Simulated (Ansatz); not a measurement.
**C2H5BrSi: up Jacob's ladder to CCSD(T)**

How much do the methods differ for C2H5BrSi? The plan is to run it at one geometry with functionals of several rungs and with coupled cluster. The yardstick is the atomisation energy at the CCSD(T) limit.

The runs use Ansatz 0.2.0, Gaussian basis; functionals in def2-TZVPP, the program's frozen cores in correlated methods.

Levels to be run: PBE-D4, r2SCAN-D4, PBE0-D4, B3LYP-D4, ωB97X-V, ωB97M-V, B2PLYP; CCSD(T)/def2-TZVPP; MP2/def2-QZVPP; extrapolation to the limit.

## (1) Structure used throughout

All runs share one geometry, relaxed beforehand with PBE0-D4/def2-TZVP.

9 atoms, charge 0, spin multiplicity 1.

Atoms are counted from 1 here; the program's logs count them from 0.

Bond lengths: Br1–Si2 2.207 Å, Si2–C3 1.831 Å, Si2–C4 1.831 Å, Si2–H5 1.474 Å, C3–C4 1.560 Å, C3–H6 1.085 Å, C3–H7 1.086 Å, C4–H8 1.085 Å, C4–H9 1.086 Å. Angles: Br1–Si2–C3 119.6°, Br1–Si2–C4 119.5°, Br1–Si2–H5 111.1°, C3–Si2–C4 50.4°, C3–Si2–H5 122.0°, C4–Si2–H5 122.0°, Si2–C3–C4 64.8°, Si2–C3–H6 119.3°, Si2–C3–H7 119.8°, C4–C3–H6 115.7°, C4–C3–H7 116.4°, H6–C3–H7 112.7°, Si2–C4–C3 64.8°, Si2–C4–H8 119.3°, Si2–C4–H9 119.8°, C3–C4–H8 115.6°, C3–C4–H9 116.4°, H8–C4–H9 112.7°.

## (2) PBE-D4 (GGA)

File in.yaml:

```yaml
crystal:
  periodic: [false, false, false]
  atoms:
    - {symbol: Br, position_ang: [-1.336453, -0.347234, -2.500759]}
    - {symbol: Si, position_ang: [-0.404493, 0.600932, -0.739609]}
    - {symbol: C, position_ang: [0.970257, -0.248415, 0.121779]}
    - {symbol: C, position_ang: [-0.401243, -0.281435, 0.864994]}
    - {symbol: H, position_ang: [-0.485107, 2.070378, -0.823631]}
    - {symbol: H, position_ang: [1.324075, -1.202811, -0.254348]}
    - {symbol: H, position_ang: [1.757538, 0.336128, 0.587682]}
    - {symbol: H, position_ang: [-0.873727, -1.255746, 0.935924]}
    - {symbol: H, position_ang: [-0.462248, 0.282104, 1.790869]}
basis:
  gaussian: {orbitals: def2-TZVPP}
hamiltonian: {xc: pbe, dispersion: d4}
output: {forces: true, orbitals: {seedname: orbitals}}
```

Started as:

```sh
ansatz run in.yaml --threads 4 --pin off --events-out ev --progress --plain --max-ram 10444MiB
```

Further steps of the session: r2SCAN-D4 (meta-GGA); PBE0-D4 (hybrid); B3LYP-D4 (hybrid); ωB97X-V (range-separated); ωB97M-V (range-separated); B2PLYP (double hybrid); CCSD(T) in def2-TZVPP; MP2 in def2-QZVPP.

**Question.** What will the summary of the whole plan be? Wanted: atomisation energy, CCSD(T)/CBS; farthest; mean size of error, hybrid; mean size of error, range-separated; gap, smallest and largest; T1 diagnostic; triples share of the correlation energy.

The runs gave:

| quantity | value |
| --- | --- |
| atomisation energy, CCSD(T)/CBS | 3215.2 kJ/mol |
| functionals within 32.2 kJ/mol (1.0 %) | r2SCAN-D4, PBE0-D4, B3LYP-D4, ωB97X-V, ωB97M-V |
| farthest | PBE-D4 (+49.5 kJ/mol) |
| mean size of error, hybrid | 17.5 kJ/mol |
| mean size of error, range-separated | 4.7 kJ/mol |
| gap, smallest and largest | 4.95 eV (PBE-D4), 11.48 eV (ωB97X-V) |
| T1 diagnostic | 0.0087 |
| triples share of the correlation energy | 3.9 % |

In words: PBE-D4 is off by +49.5 kJ/mol, about 5.5 kJ/mol a bond. Double hybrids carry the basis error of their MP2 part in triple zeta, and no dispersion term here, so their miss is partly the set-up's. Misses under about 32.2 kJ/mol are within the doubt on the reference itself, which lacks core-valence correlation, relativity and higher excitations, and its outer-core shells are covered unevenly. All levels share the lack of spin-orbit coupling, which lowers the free heavy atoms and so the true binding. Hartree-Fock recovers 74 % of the binding; the rest is correlation. The gap grows from 5.0 to 11.5 eV across the functionals, mostly with the share of exact exchange. Correlated methods include outer-core shells of Br, which these sets cover unevenly.
